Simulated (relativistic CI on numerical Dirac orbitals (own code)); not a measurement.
# Sb VIII (Sb⁷⁺): levels and lines

The task is the spectrum of Sb⁷⁺: levels, purity of their labels, lifetimes and lines; further runs change one setting each.

The numbers are computed with relativistic CI on numerical Dirac orbitals (own code) version 4 (Dirac-Coulomb-Breit CI, KLI orbitals optimised for each configuration, model QED (radiative potential, 1s self-energy scaled to tabulated hydrogen-like ionisation energies)), except any that are marked as measured or tabulated.

### 1 Starting point

| Quantity | Value |
| --- | --- |
| ion | Sb⁷⁺ (Sb VIII) |
| nuclear charge | 51 |
| electrons | 44 |
| isotope | A = 121 |
| first configuration typed | [Kr] 4d8 |

The outer shells:

first configuration typed
```
[Kr] core
4d [↑↓][↑↓][↑↓][↑ ][↑ ]
```

### 2 CI with the chosen configurations

Settings of the run:

```ini
atom Sb  Z=51  charge=7  electrons=44
nucleus A=121  rms_radius_fm=4.6802
hamiltonian dirac-coulomb  breit=on  qed=on  c_scale=1
orbitals kli  potential=per-configuration
slater_scale 1
correlation none
mixing on
configurations
  [Kr] 4d8
  [Kr] 4d7 5s
  [Kr] 4d7 4f
  [Ar] 3d10 4s2 4p5 4d9
  [Kr] 4d7 5p
  [Ar] 3d10 4s 4p6 4d9
  [Kr] 4d6 5s 5p
  [Kr] 4d7 5d
  [Kr] 4d6 4f 5s
  [Ar] 3d10 4s2 4p5 4d8 4f
  [Kr] 4d7 6s
  [Kr] 4d7 6p
  [Kr] 4d7 5f
  [Kr] 4d7 6d
  [Kr] 4d7 5g
  [Ar] 3d10 4p6 4d10
  [Kr] 4d7 7s
  [Kr] 4d7 7p
  [Ar] 3d10 4s2 4p5 4d8 5s
  [Kr] 4d7 6f
  [Ar] 3d10 4s 4p6 4d8 4f
  [Ar] 3d10 4s2 4p5 4d8 5d
  [Ar] 3d10 4s2 4p5 4d8 6s
  [Ar] 3d10 4s 4p6 4d8 5s
  [Kr] 4d6 5s2
  [Kr] 4d5 4f 5s2
  [Kr] 4d5 5s2 5p
  [Kr] 4d5 5s2 5d
  [Ar] 3d10 4s 4p6 4d7 5s2
  [Ar] 3d10 4s 4p6 4d6 4f 5s2
  [Ar] 3d10 4s 4p6 4d6 5s2 5p
  [Ar] 3d10 4s 4p6 4d6 5s2 5d
end
```

On the command line:

```bash
$ python run_levels.py task.json out
```

task.json lists these runs, among others, and the program works through them in turn.

### 3 Correlation estimate p86

Changes to the settings of step 2:

```diff
@@ -5,3 +5,3 @@
 slater_scale 1
-correlation none
+correlation p86
 mixing on
```

### 4 The first 3 configurations alone

Settings of the run:

```ini
atom Sb  Z=51  charge=7  electrons=44
nucleus A=121  rms_radius_fm=4.6802
hamiltonian dirac-coulomb  breit=on  qed=on  c_scale=1
orbitals kli  potential=per-configuration
slater_scale 1
correlation none
mixing on
configurations
  [Kr] 4d8
  [Kr] 4d7 5s
  [Kr] 4d7 4f
end
```

### 5 One common potential

Settings of the run:

```ini
atom Sb  Z=51  charge=7  electrons=44
nucleus A=121  rms_radius_fm=4.6802
hamiltonian dirac-coulomb  breit=on  qed=on  c_scale=1
orbitals kli  potential=mean
slater_scale 1
correlation none
mixing on
configurations
  [Kr] 4d8
  [Kr] 4d7 5s
  [Kr] 4d7 4f
  [Ar] 3d10 4s2 4p5 4d9
  [Kr] 4d7 5p
  [Ar] 3d10 4s 4p6 4d9
  [Kr] 4d6 5s 5p
  [Kr] 4d7 5d
  [Kr] 4d6 4f 5s
  [Ar] 3d10 4s2 4p5 4d8 4f
  [Kr] 4d7 6s
  [Kr] 4d7 6p
  [Kr] 4d7 5f
  [Kr] 4d7 6d
  [Kr] 4d7 5g
  [Ar] 3d10 4p6 4d10
  [Kr] 4d7 7s
  [Kr] 4d7 7p
  [Ar] 3d10 4s2 4p5 4d8 5s
  [Kr] 4d7 6f
  [Ar] 3d10 4s 4p6 4d8 4f
  [Ar] 3d10 4s2 4p5 4d8 5d
  [Ar] 3d10 4s2 4p5 4d8 6s
  [Ar] 3d10 4s 4p6 4d8 5s
  [Kr] 4d6 5s2
  [Kr] 4d5 4f 5s2
  [Kr] 4d5 5s2 5p
  [Kr] 4d5 5s2 5d
  [Ar] 3d10 4s 4p6 4d7 5s2
  [Ar] 3d10 4s 4p6 4d6 4f 5s2
  [Ar] 3d10 4s 4p6 4d6 5s2 5p
  [Ar] 3d10 4s 4p6 4d6 5s2 5d
end
```

(Steps that only read results are left out.)

Before running it: what results should come out? Wanted: lowest level; first excitation; lowest level of the other parity; fastest E1 line; ionisation energy.

**Answer**, as computed:

| run | time | mean size of shift, levels followed (cm⁻¹) | lowest level | ionisation energy (eV) |
| --- | --- | --- | --- | --- |
| main run | 8.8 s | 0 | 4d8 3F4 | 139.22 |
| correlation estimate p86 | 8.8 s | 2347 | 4d8 3F4 | 140.82 |
| the first 3 configurations alone | 0.45 s | 5040 | 4d8 3F4 | - |
| one common potential | 6.7 s | 144 | 4d8 3F4 | - |

The tabulated theoretical ionisation energy (NIST) is 139 eV.

| quantity | value |
| --- | --- |
| lowest level | 4d8 3F4 |
| first excitation | 4d8 3F3, 9311.7 cm⁻¹ |
| lowest level of the other parity | 4d7 5p 5D°4, 442276 cm⁻¹ |
| levels in the model | 6574 |
| fastest E1 line (by rate) to the lowest level among the lowest 400 of 6574 levels | 20.84 nm, from 4d7 5p 3G°5 |
| ionisation energy | 139.22 eV |
| ionisation energy, tabulated theoretical (NIST) | 139 eV |

The lowest level is 4d8 3F4, 97 % pure in LS and 88 % in jj coupling; over the low levels the means are 87 and 65 %, so LS coupling describes them better. The ionisation energy agrees with the tabulated theoretical value within its uncertainty of 2.1 eV. Of the changes tried, the run «the first 3 configurations alone» moves the low levels most, by 5040 cm⁻¹ on average. Lifetimes count radiative decay inside the model alone.
